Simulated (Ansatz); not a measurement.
**C2H8N2 (1,1-dimethylhydrazine): HF/3-21G**

What is the electronic atomisation energy of C2H8N2 (1,1-dimethylhydrazine) at HF/3-21G? 

The calculation is run with Ansatz 0.2.0.

13 further runs of the same task are left out: 13 set aside as unsound or not needed.

### Step 1. The structure to begin with

The species is C2H8N2 (12 atoms), meant as a singlet with charge 0. SMILES: `CN(C)N`. The shape is that of a PBE0-D4/def2-TZVP optimisation. This is one conformer, not always the lowest.

Bond lengths: C1–N2 1.444 Å, N2–C3 1.443 Å, N2–N4 1.411 Å, C1–H5 1.092 Å, C1–H6 1.107 Å, C1–H7 1.092 Å, C3–H8 1.092 Å, C3–H9 1.089 Å, C3–H10 1.105 Å, N4–H11 1.024 Å, N4–H12 1.013 Å. Some angles: C1–N2–C3 111.9°, C1–N2–N4 112.6°, C3–N2–N4 109.0°, N2–C1–H5 110.0°, N2–C1–H6 112.3°, N2–C1–H7 109.8°, N2–C3–H8 109.5°, N2–C3–H9 109.1°, N2–C3–H10 112.6°, N2–N4–H11 110.5°.

### Step 2. A single-point energy at HF/3-21G

input.yaml

```yaml
crystal:
  periodic: [false, false, false]
  atoms:
    - {symbol: C, position_ang: [-0.952780, -0.799160, -0.047750]}
    - {symbol: N, position_ang: [-0.054320, 0.204910, 0.471800]}
    - {symbol: C, position_ang: [1.328950, -0.161040, 0.285210]}
    - {symbol: N, position_ang: [-0.273210, 1.476640, -0.098810]}
    - {symbol: H, position_ang: [-0.758940, -1.759430, 0.435710]}
    - {symbol: H, position_ang: [-0.844930, -0.935230, -1.140790]}
    - {symbol: H, position_ang: [-1.986150, -0.514420, 0.161870]}
    - {symbol: H, position_ang: [1.527520, -1.105400, 0.796580]}
    - {symbol: H, position_ang: [1.963760, 0.615630, 0.709740]}
    - {symbol: H, position_ang: [1.595880, -0.285320, -0.780290]}
    - {symbol: H, position_ang: [-0.434210, 1.395340, -1.106410]}
    - {symbol: H, position_ang: [-1.111540, 1.867480, 0.313130]}
basis:
  gaussian:
    orbitals: 3-21G.json
total_charge: 0
hamiltonian:
  xc: hf
accuracy: high
output:
  orbitals: {seedname: orbitals}
```

The basis set 3-21G is read from a file made from the Basis Set Exchange's data (not shown).

Started as:

```sh
$ ansatz run input.yaml --threads 1 --pin off --max-ram 2610MiB --events-out events.jsonl --progress --plain --runs-dir runs
```

Standard output:

```text
Warning: RAYON_NUM_THREADS=1 ignored (pool sized by the plan → 1); use --threads N
Functional definition: HF
  name "HF"
  exchange = exact_x
  correlation = 0
1331 factors; integrals over basis functions are off by at most 3.4e-9 eV
mean field evaluation 1: about -5118.6598 eV, gradient 2.3e1 eV
mean field evaluation 2: about -5119.1715 eV, gradient 2.3e1 eV
mean field evaluation 4: about -5120.5677 eV, gradient 2.5e0 eV
mean field evaluation 8: about -5120.5841 eV, gradient 1.8e-1 eV
mean field evaluation 16: about -5120.5843 eV, gradient 2.4e-8 eV
mean field -5120.58426822 eV, -188.1780010004 hartree, gradient 2.4e-8 eV, S^2 0.000000; 0 other end points of the search recorded, 0 dependent functions left out
reference -5120.58426822 eV, -188.1780010004 hartree; 17, 17 occupied and 35, 35 virtual orbitals, 1331 factors
Total energy: -5120.58426822 eV, -188.1780010004 hartree
```

Run time: 0.72 s. Hardware: 1 thread of Arm Neoverse V1, shared host; peak memory 0.11 GiB.

### Step 3. The C atom, same level

in.yaml

```yaml
crystal:
  periodic: [false, false, false]
  atoms:
    - {symbol: C, position_ang: [0.000000, 0.000000, 0.000000]}
basis:
  gaussian:
    orbitals: 3-21G.json
magnetization:
  spin_polarized: true
  initial_magnetization: 2
hamiltonian:
  xc: hf
accuracy: high
```

The basis set 3-21G is read from a file made from the Basis Set Exchange's data (not shown).

Run the same way, it converges to -37.48107 Eh (log not shown).

### Step 4. The H atom at the same level

molecule.yaml

```yaml
basis:
  gaussian:
    orbitals: 3-21G.json
crystal:
  periodic: [false, false, false]
  atoms:
    - symbol: H
      position_ang: [0.000000, 0.000000, 0.000000]
magnetization:
  spin_polarized: true
  initial_magnetization: 1
hamiltonian:
  xc: hf
accuracy: high
```

The basis set 3-21G is read from a file made from the Basis Set Exchange's data (not shown).

Run the same way, it converges to -0.49620 Eh (log not shown).

### Step 5. The N atom

in.yaml

```yaml
crystal:
  periodic: [false, false, false]
  atoms:
    - symbol: "N"
      position_ang: [0.000000, 0.000000, 0.000000]
basis:
  gaussian: {orbitals: 3-21G.json}
accuracy: high
magnetization: {spin_polarized: true, initial_magnetization: 3}
hamiltonian: {xc: hf}
```

The basis set 3-21G is read from a file made from the Basis Set Exchange's data (not shown).

Run the same way, it converges to -54.10539 Eh (log not shown).

### Step 6. Results

At HF/3-21G:

```
                     quantity          value
       molecule: total energy  -188.17800 Eh
        molecule: HOMO energy       -9.62 eV
        molecule: LUMO energy        6.76 eV
      molecule: HOMO–LUMO gap       16.38 eV
         C atom: total energy   -37.48107 Eh
                 C atom: ⟨S²⟩          2.001
         H atom: total energy    -0.49620 Eh
                 H atom: ⟨S²⟩          0.750
         N atom: total energy   -54.10539 Eh
                 N atom: ⟨S²⟩          3.752
electronic atomisation energy      28.177 eV
```

**Reading.** Taking the molecule apart into free atoms costs 28.18 eV (2719 kJ/mol), before zero-point energy and without spin-orbit coupling. Hartree–Fock lacks the correlation of the bonding pairs, which as a rule makes this value much too low; in minimal bases other errors can mask that. The basis has no polarisation functions, which makes bonds too weak.
